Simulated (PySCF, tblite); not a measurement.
# C7H13N3: geometry, infrared bands and NMR shifts

What infrared bands and NMR shifts should C7H13N3 (`CCCn1cc(CC)nn1`) show?

Programs: tblite 0.8.0 and PySCF 2.14.0, with density-fitted response routines of our own. Each step states its level of theory. These are calculated values for one molecule in the gas phase, unless marked as measured. Atoms count from 0, in the outputs and in this text.

## 1. Starting geometry

23 atoms, charge 0, multiplicity 1; geometry from: force field or distance geometry start.

Bonds of the start (Å): C0–C1 1.52, C1–C2 1.55, C2–N3 1.44, N3–C4 1.37, C4–C5 1.38, C5–C6 1.49, C6–C7 1.52, C5–N8 1.36, N8–N9 1.33, N9–N3 1.33, C0–H10 1.10, C0–H11 1.10, C0–H12 1.08, C1–H13 1.09, C1–H14 1.10, C2–H15 1.11, C2–H16 1.09, C4–H17 1.07, C6–H18 1.11, C6–H19 1.09, C7–H20 1.09, C7–H21 1.10, C7–H22 1.10.

## 2. Relaxing the molecule with GFN2-xTB

What the job is given:

```
{"job": {"kind": "relax", "xc": "GFN2-xTB", "basis": "xTB"}, "charge": 0, "multiplicity": 1}
C     -2.510800     1.423300     0.315200
C     -2.848100     0.224400    -0.563700
C     -2.045100    -1.032200    -0.157600
N     -0.635000    -0.911100    -0.414300
C      0.365900    -0.775900     0.513600
C      1.504800    -0.736200    -0.265000
C      2.927200    -0.580400     0.144200
C      3.393900     0.869000     0.104100
N      1.170900    -0.869000    -1.581600
N     -0.157000    -0.984500    -1.653400
H     -3.161400     2.269300     0.038300
H     -2.693700     1.201100     1.376000
H     -1.483900     1.742200     0.202100
H     -2.654600     0.472900    -1.607100
H     -3.916600     0.009000    -0.458700
H     -2.199800    -1.258100     0.913200
H     -2.407900    -1.889500    -0.731400
H      0.192600    -0.713700     1.569500
H      3.060700    -0.970200     1.169700
H      3.567200    -1.186900    -0.503000
H      4.432900     0.946200     0.409100
H      3.295500     1.277600    -0.910200
H      2.797700     1.499600     0.783900
```

On the command line:

```
$ OMP_NUM_THREADS=1 python probes_run.py task.json out
```

This one command runs all jobs of the session in turn.

**Question.** This job is followed by: GFN2-xTB harmonic vibrations, gas phase; GIAO PBE0/pcSseg-1 NMR shielding, non-relativistic, gas phase. What will the session give for the following? strongest single infrared mode (GFN2-xTB); zero-point energy (GFN2-xTB); 13C shifts against TMS (PBE0/pcSseg-1); 1H shifts against TMS (PBE0/pcSseg-1, means over atoms taken as alike); 15N shifts against NH3 (PBE0/pcSseg-1).

**Answer**, as computed:

```
                                                              quantity                                           value
                             strongest single infrared mode (GFN2-xTB)                            1289 cm⁻¹, 70 km/mol
                                          zero-point energy (GFN2-xTB)                                  123.6 kcal/mol
                                13C shifts against TMS (PBE0/pcSseg-1)  154.2, 128.5, 53.2, 29.2, 24.0, 21.0, 13.9 ppm
1H shifts against TMS (PBE0/pcSseg-1, means over atoms taken as alike)          7.20, 4.32, 2.87, 1.81, 1.26, 0.91 ppm
                                15N shifts against NH3 (PBE0/pcSseg-1)                         401.3, 389.6, 269.2 ppm
```

In words: Over 105 steps the energy fell by 0.157 eV; of the close pairs, N8–N9 changed most, 1.335 to 1.280 Å. All 63 modes are real, so the xTB geometry is a minimum. The strongest single mode, at 1289 cm⁻¹, is spread over several atoms, N9, N3, N8 among them. GFN2-xTB is a fitted tight-binding method: band positions and strengths are rough. Its intensities can rank the bands wrongly. At PBE0/pcSseg-1: Shielding is most anisotropic at N8 (span 522 ppm, paramagnetic term -452 ppm). NICS(1)zz of -32 ppm above the planar ring from N3 marks a diatropic (aromatic) ring current.
